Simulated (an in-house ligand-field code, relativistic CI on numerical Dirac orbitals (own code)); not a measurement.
# d3 in a ligand field: terms against the cubic field

Aim: the terms of a d3 shell from Racah B and C and the field, by exact diagonalisation.

Program: an in-house ligand-field code version 1. Level of theory: parametric ligand-field model of a d^n configuration (Racah B and C, spin-orbit zeta, crystal field), exact diagonalisation. These are calculated values, not measurements, unless marked.

### Step 1. The system

| Quantity | Value |
| --- | --- |
| shell | d3 |
| set 1 (cm⁻¹) | B = 930, C = 3400, Oh, 10Dq = 15810 |
| set 2 (cm⁻¹) | B = 930, C = 3400, Oh, 10Dq = 17670 |
| set 3 (cm⁻¹) | B = 930, C = 3400, Oh, 10Dq = 19530 |
| set 4 (cm⁻¹) | B = 930, C = 3400, Oh, 10Dq = 21390 |
| set 5 (cm⁻¹) | B = 930, C = 3400, Oh, 10Dq = 23250 |
| set 6 (cm⁻¹) | B = 930, C = 3400, Oh, 10Dq = 25110 |
| set 7 (cm⁻¹) | B = 930, C = 3400, Oh, 10Dq = 26970 |
| set 8 (cm⁻¹) | B = 930, C = 3400, Oh, 10Dq = 28830 |

### Step 2. Set 1

Settings, as recorded:

```ini
n = 3
racah_B = 930  # cm-1
racah_C = 3400  # cm-1
zeta = 0  # cm-1
symmetry = Oh
field = {"10Dq": 15810}  # cm-1
```

### Step 3. Set 2

Settings, as recorded:

```ini
n = 3
racah_B = 930  # cm-1
racah_C = 3400  # cm-1
zeta = 0  # cm-1
symmetry = Oh
field = {"10Dq": 17670}  # cm-1
```

### Step 4. Set 3

Settings, as recorded:

```ini
n = 3
racah_B = 930  # cm-1
racah_C = 3400  # cm-1
zeta = 0  # cm-1
symmetry = Oh
field = {"10Dq": 19530}  # cm-1
```

### Step 5. Set 4

Settings, as recorded:

```ini
n = 3
racah_B = 930  # cm-1
racah_C = 3400  # cm-1
zeta = 0  # cm-1
symmetry = Oh
field = {"10Dq": 21390}  # cm-1
```

### Step 6. Set 5

Settings, as recorded:

```ini
n = 3
racah_B = 930  # cm-1
racah_C = 3400  # cm-1
zeta = 0  # cm-1
symmetry = Oh
field = {"10Dq": 23250}  # cm-1
```

### Step 7. Set 6

Settings, as recorded:

```ini
n = 3
racah_B = 930  # cm-1
racah_C = 3400  # cm-1
zeta = 0  # cm-1
symmetry = Oh
field = {"10Dq": 25110}  # cm-1
```

### Step 8. Set 7

Settings, as recorded:

```ini
n = 3
racah_B = 930  # cm-1
racah_C = 3400  # cm-1
zeta = 0  # cm-1
symmetry = Oh
field = {"10Dq": 26970}  # cm-1
```

### Step 9. Set 8

Settings, as recorded:

```ini
n = 3
racah_B = 930  # cm-1
racah_C = 3400  # cm-1
zeta = 0  # cm-1
symmetry = Oh
field = {"10Dq": 28830}  # cm-1
```

(Steps that only read results are left out.)

Before running it: what results should come out? Wanted: lowest terms; sets at their largest spin, of those that allow S over 1.

**Answer**, as computed:

| set | 10Dq/B (size) | lowest | S | electrons in z² and x²-y² | first level of the same spin (cm⁻¹) |
| --- | --- | --- | --- | --- | --- |
| 1: Oh | 17.0 | 4A2 | 1.50 | 0.00 | 4T2 15810 |
| 2: Oh | 19.0 | 4A2 | 1.50 | 0.00 | 4T2 17670 |
| 3: Oh | 21.0 | 4A2 | 1.50 | 0.00 | 4T2 19530 |
| 4: Oh | 23.0 | 4A2 | 1.50 | 0.00 | 4T2 21390 |
| 5: Oh | 25.0 | 4A2 | 1.50 | 0.00 | 4T2 23250 |
| 6: Oh | 27.0 | 4A2 | 1.50 | 0.00 | 4T2 25110 |
| 7: Oh | 29.0 | 4A2 | 1.50 | 0.00 | 4T2 26970 |
| 8: Oh | 31.0 | 4A2 | 1.50 | 0.00 | 4T2 28830 |

```
                                                quantity                                                           value
                                            lowest terms  1: 4A2, 2: 4A2, 3: 4A2, 4: 4A2, 5: 4A2, 6: 4A2, 7: 4A2, 8: 4A2
sets at their largest spin, of those that allow S over 1                                          1, 2, 3, 4, 5, 6, 7, 8
```

The lowest term stays 4A2 over this range. B, C and the field are free parameters here, not those of a compound.
